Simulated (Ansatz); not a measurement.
# ClTa: the cost of one run

Computed with Ansatz 0.2.0, Gaussian basis. Level: def2-QZVPP, core rule «outside noble gas», up to 9 orbitals frozen.

To be run: UHF; ROHF; CCSD(T) on UHF.

**1. The geometry**

The geometry is a PBE0/def2-TZVP stationary point (not a proven minimum). No spin-orbit coupling is included. Elements past krypton take def2 core potentials.

2 atoms, charge 0, spin multiplicity 7.

Atoms are counted from 1 here; the program's logs count them from 0.

Bond lengths: Ta1–Cl2 2.875 Å.

**2. UHF**

in.yaml reads:

```yaml
crystal:
  periodic: [false, false, false]
  atoms:
    - {symbol: Ta, position_ang: [0.000000, 0.000000, 0.000000]}
    - {symbol: Cl, position_ang: [0.000000, 0.000000, 2.875200]}
basis:
  gaussian: {orbitals: "def2-QZVPP.json"}
magnetization: {spin_polarized: true, initial_magnetization: 6}
hamiltonian: {xc: hf}
output: {orbitals: {seedname: orbitals}}
```

Command:

```sh
$ ansatz run in.yaml --threads 1 --pin off --events-out ev --progress --plain --max-ram 4096MiB --backend cpu
```

**Question.** How long does this run take on 1 thread of AMD EPYC 7R13, shared host, and how much memory does it need?

About 45 s, with a peak of 0.42 GiB.
